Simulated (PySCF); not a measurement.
# CsS₂: doublet, from a end-on start

Where does doublet CsS₂ go from a end-on start, is the end point a minimum, and what are its modes, charges and moments?

Computed with PySCF 2.14.0. Level: PBE0, basis Cs def2-TZVP with ECP46, S def2-TZVP, scalar-relativistic core potentials, no spin–orbit coupling, density fitting.

### 1 Starting geometry

3 atoms, charge 0, spin multiplicity 2.

Bond lengths: Cs1–S2 3.450 Å, S2–S3 2.047 Å. Angles: Cs1–S2–S3 119.9°.

```xyz
3
charge 0 multiplicity 2
Cs    0.0000    0.0000    0.0000
S     0.0000    0.0000    3.4505
S     1.7748    0.0000    4.4705
```

### 2 Finding the electronic state

The steps below are one call of a driver around PySCF. For each, scf.py gives the equivalent set-up of the SCF; relaxations use the driver's own optimiser. After this first run the driver tries any further starts and a stability analysis.

Contents of scf.py:

```python
from pyscf import gto, scf, dft
mol = gto.M(atom='''
Cs     0.000000     0.000000     0.000000
S      0.000000     0.000000     3.450500
S      1.774800     0.000000     4.470500''',
    basis={'Cs': 'def2-TZVP', 'S': 'def2-TZVP'},
    ecp={'Cs': 'def2-TZVP'},
    charge=0, spin=1)
mf = dft.UKS(mol, xc='PBE0')
mf.grids.atom_grid = (50, 194)
aux = {'Cs': 'def2-universal-JKFIT', 'S': 'def2-universal-JKFIT'}
mf = mf.density_fit(auxbasis=aux)
mf.conv_tol = 1e-08
mf.diis_space = 10
mf.max_cycle = 60
mf.init_guess = 'minao'
mf.verbose = 4
mf.kernel()
```

Launch:

```console
$ OMP_NUM_THREADS=2 python axn.py task.json out
```

Further steps of the session: Relaxation: end-on start, doublet; Frequencies.

What does the calculation give? Wanted: minimum; geometry; wavenumbers; dipole moment; highest occupied, lowest empty level; polar-tensor charge of Cs1; zero-point energy; atomisation energy; ⟨S²⟩.

The runs gave:

| quantity | value |
| --- | --- |
| minimum | doublet, C2v |
| geometry | Cs–S 3.185 Å (×2), S–S 1.991 Å; Cs–S–S 71.8° (×2), S–Cs–S 36.4° |
| wavenumbers (cm⁻¹) | 160 (a1), 163 (b2), 612 (a1) |
| dipole moment | 10.04 D |
| highest occupied, lowest empty level (either spin) | -4.38, -1.92 eV |
| polar-tensor charge of Cs1 | +0.86 e |
| zero-point energy | 5.6 kJ/mol |
| entropy at 298.15 K | 313.8 J/(mol K) |
| atomisation energy (no zero-point energy) | 666 kJ/mol |
| ⟨S²⟩ | 0.756 |

The end-on start (Cs) ends in a minimum of C2v symmetry. In the infrared the band at 160 cm⁻¹ (a1) leads. With 10.0 D the molecule is strongly polar. Other starts or spin states, not run here, may lie lower. With an element this heavy the missing spin–orbit coupling can shift these numbers.
